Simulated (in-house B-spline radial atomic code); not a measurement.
**Bi⁶⁺: binding energies from hole states**

Aim: binding energies of the shells of Bi⁶⁺, from runs with electrons taken out, set against the orbital energies of the parent.

Program: in-house B-spline radial atomic code version 1. Level of theory: Dirac-Hartree-Fock, average of configuration, Fermi nucleus, basis-set limit. These are calculated values, not measurements, unless marked.

**1. Starting point**

```
element       : bismuth (Z = 83)
charge        : +6
electrons     : 77
configuration : [Xe] 4f14 5d9
Hamiltonian   : Dirac-Coulomb
nucleus       : Fermi, rms radius 5.521 fm
```

Outer shells as boxes (Hund's rule):

[Xe] 4f14 5d9
```
[Xe] core
4f [↑↓][↑↓][↑↓][↑↓][↑↓][↑↓][↑↓]
5d [↑↓][↑↓][↑↓][↑↓][↑ ]
```

The boxes draw the filling by Hund's rule, which heavy ions in jj coupling don't follow; these runs average over all states of the configuration.

Settings, as recorded:

```ini
Z = 83
electrons = 77.0
configuration = [Xe] 4f14 5d9
hamiltonian = dirac
method = hf
spin_polarised = False
nucleus = fermi
rms_radius = 5.5211
mass_number = 209
atomic_mass = 208.980398599
speed_of_light = 137.035999084
```

From the earlier run of the reference: total energy -21557.206857 hartree. Levels, eight at most:

```tsv
orbital	occupation	energy (eV)	<r> (bohr)
4d5/2	6	-540.60	0.4260
4f5/2	6	-257.32	0.4358
5s1/2	2	-254.99	0.8379
4f7/2	8	-251.64	0.4417
5p1/2	2	-206.41	0.8875
5p3/2	4	-180.57	0.9655
5d3/2	3.6	-109.24	1.140
5d5/2	5.4	-105.81	1.172
```

**2. The 3d3/2 hole**

In configurations, a minus sign after the shell means j = l − 1/2 and a plus sign j = l + 1/2; the count of electrons follows.

Settings, as recorded:

```ini
Z = 83
electrons = 76.0
configuration = 1s2 2s2 2p6 3s2 3p6 3d-3 3d+6 4s2 4p6 4d10 4f14 5s2 5p6 5d9
hamiltonian = dirac
method = hf
spin_polarised = False
nucleus = fermi
rms_radius = 5.5211
mass_number = 209
atomic_mass = 208.980398599
speed_of_light = 137.035999084
```

**3. The 3d5/2 hole**

Settings: those of step 2 with these lines changed.

```diff
@@ -2,3 +2,3 @@
 electrons = 76.0
-configuration = 1s2 2s2 2p6 3s2 3p6 3d-3 3d+6 4s2 4p6 4d10 4f14 5s2 5p6 5d9
+configuration = 1s2 2s2 2p6 3s2 3p6 3d-4 3d+5 4s2 4p6 4d10 4f14 5s2 5p6 5d9
 hamiltonian = dirac
```

**4. The 4s hole**

Settings: those of step 3 with these lines changed.

```diff
@@ -2,3 +2,3 @@
 electrons = 76.0
-configuration = 1s2 2s2 2p6 3s2 3p6 3d-4 3d+5 4s2 4p6 4d10 4f14 5s2 5p6 5d9
+configuration = 1s2 2s2 2p6 3s2 3p6 3d10 4s1 4p6 4d10 4f14 5s2 5p6 5d9
 hamiltonian = dirac
```

**5. The 4p1/2 hole**

Settings: those of step 4 with these lines changed.

```diff
@@ -2,3 +2,3 @@
 electrons = 76.0
-configuration = 1s2 2s2 2p6 3s2 3p6 3d10 4s1 4p6 4d10 4f14 5s2 5p6 5d9
+configuration = 1s2 2s2 2p6 3s2 3p6 3d10 4s2 4p-1 4p+4 4d10 4f14 5s2 5p6 5d9
 hamiltonian = dirac
```

**6. The 4p3/2 hole**

Settings: those of step 5 with these lines changed.

```diff
@@ -2,3 +2,3 @@
 electrons = 76.0
-configuration = 1s2 2s2 2p6 3s2 3p6 3d10 4s2 4p-1 4p+4 4d10 4f14 5s2 5p6 5d9
+configuration = 1s2 2s2 2p6 3s2 3p6 3d10 4s2 4p-2 4p+3 4d10 4f14 5s2 5p6 5d9
 hamiltonian = dirac
```

**7. The 4d3/2 hole**

Settings: those of step 6 with these lines changed.

```diff
@@ -2,3 +2,3 @@
 electrons = 76.0
-configuration = 1s2 2s2 2p6 3s2 3p6 3d10 4s2 4p-2 4p+3 4d10 4f14 5s2 5p6 5d9
+configuration = 1s2 2s2 2p6 3s2 3p6 3d10 4s2 4p6 4d-3 4d+6 4f14 5s2 5p6 5d9
 hamiltonian = dirac
```

**8. The 4d5/2 hole**

Settings: those of step 7 with these lines changed.

```diff
@@ -2,3 +2,3 @@
 electrons = 76.0
-configuration = 1s2 2s2 2p6 3s2 3p6 3d10 4s2 4p6 4d-3 4d+6 4f14 5s2 5p6 5d9
+configuration = 1s2 2s2 2p6 3s2 3p6 3d10 4s2 4p6 4d-4 4d+5 4f14 5s2 5p6 5d9
 hamiltonian = dirac
```

Before running: What does each hole state cost in eV, and how does that compare with the orbital energies or single holes?

**Answer**, as computed:

| hole | ΔSCF (eV) | with Breit, QED, recoil (eV) | −ε of the parent (eV) | −ε less ΔSCF (eV) |
| --- | --- | --- | --- | --- |
| 3d3/2 | 2781.32 | 2776.23 | 2813.39 | 32.07 |
| 3d5/2 | 2671.49 | 2668.09 | 2702.73 | 31.23 |
| 4s | 1035.49 | 1032.26 | 1047.19 | 11.70 |
| 4p1/2 | 902.20 | 899.36 | 913.90 | 11.70 |
| 4p3/2 | 772.03 | 770.60 | 782.40 | 10.37 |
| 4d3/2 | 555.11 | 554.43 | 565.42 | 10.31 |
| 4d5/2 | 530.76 | 530.46 | 540.60 | 9.84 |

Relaxation of the remaining electrons brings each binding energy under −ε, by 32.1 eV for 3d3/2 and 9.84 eV for 4d5/2. The spin-orbit splitting of the 3d hole is 108.14 eV with those corrections. Two partly filled shells share a symmetry and can mix in the average, which may lower the energy, in these hole states: 3d3/2; 3d5/2; 4d3/2; 4d5/2. Values are for the free ion, measured from the vacuum level.
